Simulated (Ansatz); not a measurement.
# CH₅NOSn: up Jacob's ladder to CCSD(T)

The task here is to estimate one member of a computed series from the others.

Program: Ansatz 0.2.0, Gaussian basis. Level of theory: functionals in def2-TZVPP, the program's frozen cores in correlated methods. These are calculated values, not measurements.

Levels to be run: LDA (SPW92), PBE-D4, revPBE-D4, BLYP-D4, r2SCAN-D4, B97M-V, PBE0-D4, B3LYP-D4, r2SCANh-D4, r2SCAN0-D4, HSE06-D4, BHLYP-D4, CAM-B3LYP-D4, LC-ωPBE, ωB97X-V, ωB97M-V, B2PLYP, PBE-QIDH; CCSD(T)/def2-SVP; CCSD(T)/def2-TZVPP; MP2/def2-QZVPP; extrapolation to the limit; RPA on PBE.

### Structure used throughout

An earlier PBE0-D4 in a triple-zeta def2 set relaxation fixed the geometry. Sn takes the def2 core potential; no spin-orbit term is included.

9 atoms, charge 0, spin multiplicity 1.

Atoms are counted from 1 here; the program's logs count them from 0.

Bond lengths: C1–O2 1.397 Å, C1–H5 1.100 Å, C1–H6 1.095 Å, C1–H7 1.100 Å, O2–Sn3 1.984 Å, Sn3–N4 2.019 Å, N4–H8 1.009 Å, N4–H9 1.008 Å. Angles: O2–C1–H5 112.4°, O2–C1–H6 109.1°, O2–C1–H7 112.4°, H5–C1–H6 107.4°, H5–C1–H7 107.7°, H6–C1–H7 107.4°, C1–O2–Sn3 126.2°, O2–Sn3–N4 96.0°, Sn3–N4–H8 125.6°, Sn3–N4–H9 123.3°, H8–N4–H9 111.1°.

The first run:

in.yaml

```yaml
crystal:
  periodic: [false, false, false]
  atoms:
    - {symbol: C, position_ang: [0.312086, 1.250844, -0.463845]}
    - {symbol: O, position_ang: [1.272707, 0.692541, 0.383486]}
    - {symbol: Sn, position_ang: [1.184160, -1.094886, 1.240474]}
    - {symbol: N, position_ang: [-0.602869, -1.616946, 0.458399]}
    - {symbol: H, position_ang: [0.158165, 0.654344, -1.374613]}
    - {symbol: H, position_ang: [0.643907, 2.246988, -0.776035]}
    - {symbol: H, position_ang: [-0.664328, 1.367895, 0.028006]}
    - {symbol: H, position_ang: [-1.162323, -1.047408, -0.158304]}
    - {symbol: H, position_ang: [-1.053005, -2.499571, 0.645131]}
basis:
  gaussian: {orbitals: def2-TZVPP}
hamiltonian: {xc: lda}
output: {orbitals: {seedname: orbitals}}
```

Among the steps run: LDA; PBE-D4 (GGA); revPBE-D4 (GGA); BLYP-D4 (GGA); r2SCAN-D4 (meta-GGA); B97M-V (meta-GGA); PBE0-D4 (hybrid); B3LYP-D4 (hybrid); r2SCANh-D4 (hybrid); r2SCAN0-D4 (hybrid); HSE06-D4 (hybrid); BHLYP-D4 (hybrid); CAM-B3LYP-D4 (range-separated); LC-ωPBE-D4 (range-separated; the results give it without D4); ωB97X-V (range-separated); ωB97M-V (range-separated); B2PLYP (double hybrid); PBE-QIDH (double hybrid).

One table of the session follows, with a row left open; its other results are not shown here.

It belongs to the step «Orbital energies across the functionals». 

| functional | HOMO (eV) | LUMO (eV) | gap (eV) |
| --- | --- | --- | --- |
| LDA (SPW92) | -6.02 | -2.41 | 3.61 |
| PBE-D4 | -5.83 | -2.19 | 3.63 |
| revPBE-D4 | -5.76 | -2.11 | 3.65 |
| BLYP-D4 | ? | ? | ? |
| r2SCAN-D4 | -6.13 | -2.12 | 4.01 |
| B97M-V | -6.16 | -2.15 | 4.01 |
| PBE0-D4 | -7.22 | -1.55 | 5.67 |
| B3LYP-D4 | -6.97 | -1.77 | 5.19 |
| r2SCANh-D4 | -6.65 | -1.87 | 4.78 |
| r2SCAN0-D4 | -7.44 | -1.50 | 5.94 |
| HSE06-D4 | -6.81 | -1.91 | 4.91 |
| BHLYP-D4 | -8.26 | -0.88 | 7.38 |
| CAM-B3LYP-D4 | -8.56 | -0.65 | 7.90 |
| LC-ωPBE | -9.75 | 0.40 | 10.15 |
| ωB97X-V | -9.47 | 0.31 | 9.78 |
| ωB97M-V | -9.42 | 0.14 | 9.56 |

Estimate the missing values for BLYP-D4.

Worked estimate for «HOMO (eV)». Against the share of exact exchange, B3LYP-D4 (0.2, -6.97), BHLYP-D4 (0.5, -8.26) give a slope of -4.30 per unit share; at 0 the line stands at -6.11.

**Answer.** HOMO (eV): -5.70; LUMO (eV): -2.13; gap (eV): 3.58. In «HOMO (eV)» the line misses by -0.41.
